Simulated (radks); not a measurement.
# Dipole-allowed lines with 48 electrons: Cd, In⁺, Sn²⁺

The task here is to estimate one member of a computed series from the others.

Method: scalar-relativistic Kohn-Sham, LDA (Slater exchange, VWN5 correlation), spin-polarised, spherical densities, finite nucleus. Code: radks (a radial shooting solver on a logarithmic mesh, Libxc functionals) version 1.

**Starting point**

| Quantity | Value |
| --- | --- |
| species | Cd ([Kr] 4d10 5s2), In⁺ ([Kr] 4d10 5s2), Sn²⁺ ([Kr] 4d10 5s2) |

The first run:

Input:

```text
Z 48
configuration [Kr] 4d10 5s2 5p0 6s0 4f0 5d0
relativity scalar-relativistic
functional lda,vwn5
spin polarised
nucleus finite rms 4.6087 fm
c 137.035999084
response adiabatic LDA kernel, real frequencies
```

Run with:

```console
$ python run_ks.py task.json out
```

This one command runs every case of the session in turn.

Steps of the session up to this table: Cd, [Kr] 4d10 5s2.

One table of the session follows, with a row left open; its other results are not shown here.

Radial moments (bohr):

| level | <r> | outermost maximum (interpolated) | 90 % within | nodes |
| --- | --- | --- | --- | --- |
| 3p | 0.3576 | 0.317 | 0.538 | 1 |
| 3d | 0.3350 | 0.265 | 0.530 | 0 |
| 4s | ? | ? | ? | ? |
| 4p | 0.9598 | 0.844 | 1.42 | 2 |
| 4d | 1.292 | 0.981 | 2.07 | 1 |
| 5s | 2.867 | 2.32 | 4.35 | 4 |
| 5p | 4.347 | 3.27 | 6.91 | 3 |
| 6s | 21.40 | 10.1 | 40.7 | 5 |

**Question.** Estimate the row for 4s.

The run gave: <r>: 0.8785; outermost maximum (interpolated): 0.794; 90 % within: 1.28; nodes: 3. In the column «<r>» it lies between 3p (0.3576) and 4p (0.9598).
